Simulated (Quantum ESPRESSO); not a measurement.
**SiO: zone-centre phonons under several settings**

```
CELL_PARAMETERS angstrom
2.80697 0.00000 0.00000
0.00000 2.80697 0.00000
0.00000 0.00000 2.80697
ATOMIC_POSITIONS crystal
Si 0.00000 0.00000 0.00000
O 0.50000 0.50000 0.50000
```

The cell was built by a generator and needn't be a form met in nature.

All runs used Quantum ESPRESSO 7.5; potentials GBRV 1.5 PBE; k mesh 6 × 6 × 6, shifted; relaxed cell; no spin polarisation; cutoff 612 eV.

| level | occupations | volume (Å³/atom) | pressure (GPa) | lowest optical mode without the field (cm⁻¹) |
| --- | --- | --- | --- | --- |
| PBE | smeared at first, fixed for the response | ? | 0.9 | ? |
| PBE+D2 | fermi-dirac, width 0.05 eV | 10.81 | 0.0 | 450i |
| PBE+D3(BJ) | fermi-dirac, width 0.05 eV | 10.82 | 0.0 | 442i |
| rPW86PBE+rVV10 | smeared at first, fixed for the response | 11.61 | 0.2 | 444i |
| rev-vdW-DF2 | smeared at first, fixed for the response | 11.13 | 0.7 | 456i |

Problem. What stands in the row left open?

Solution. Volume 11.09 Å³/atom; lowest optical mode without the field 460i cm⁻¹.

Values marked i are imaginary: the cell is unstable against those modes at that level, or the meshes are too thin.

Caveats: some modes are imaginary; the mesh is thin for the phonons of a metal (some runs); the potentials were made for another functional, which shifts forces and pressure (some runs).

For the row left open. Caveat: some modes are imaginary.
